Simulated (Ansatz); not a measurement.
# ZnPt3: the cost of one run

Method: DFT PBEsol, scalar-relativistic, plane waves, PAW, in Ansatz 0.2.0.

16 further runs of the same task are left out: 16 set aside as unsound or not needed.

## 1. The structure to begin with

It takes space group Pm-3m (No. 221, cubic). Conventional cell: a = 3.875 Å, b = 3.875 Å, c = 3.875 Å, α = 90.00°, β = 90.00°, γ = 90.00°. Zn (site symmetry m-3m) has 12 Pt at 2.74 Å as nearest neighbours. Pt (site symmetry 4/mmm) has 4 Zn at 2.74 Å and 8 Pt at 2.74 Å as nearest neighbours.

As a file:

```
Zn Pt
1.0
     3.87462    0.00000    0.00000
     0.00000    3.87462    0.00000
     0.00000    0.00000    3.87462
Zn Pt
1 3
Cartesian
  0.0000 0.0000 0.0000
  0.0000 1.9373 1.9373
  1.9373 0.0000 1.9373
  1.9373 1.9373 0.0000
```

It is the result of an earlier relaxation at this level (volume 14.54 Å³/atom; gap on the mesh: none (metal)).

## 2. The scan

The energy is mapped over volume and the cell's shape.

First coordinate, volume per atom: 7 values from 13.379 to 15.705 Å³. Second coordinate, c/a of the conventional cell: 7 values from 0.923 to 1.083.

Nothing else is relaxed (symmetry fixes all fractional coordinates). Energies count from the relaxed crystal. Points are written as (first, second).

## 3. Grid point (13.767 Å³, 0.923)

input.yaml reads:

```yaml
crystal:
  lattice:
    - [3.9075019274, 0.0, 0.0]
    - [0.0, 3.9075019274, 0.0]
    - [0.0, 0.0, 3.606624279]
  atoms:
    - { symbol: Zn, position: [0.0, 0.0, 0.0] }
    - { symbol: Pt, position: [0.0, 0.5, 0.5] }
    - { symbol: Pt, position: [0.5, 0.0, 0.5] }
    - { symbol: Pt, position: [0.5, 0.5, 0.0] }
basis:
  ecutwfc: 520.0
kpoints:
  mp_grid: { grid: [12, 12, 12] }
hamiltonian:
  xc: pbesol
scf:
  occupations: { method: gaussian, width: 0.15 }
output:
  forces: true
  stress: true
  eigenvalues: true
```

Started as:

```sh
$ ansatz run input.yaml --threads 2 --pin off --max-ram 4096MiB --backend cpu --events-out ev --progress --plain --runs-dir out
```

Q: Estimate wall time and peak memory on 2 threads of Arm Neoverse V2, shared host.

About 11 s, with a peak of 0.64 GiB.
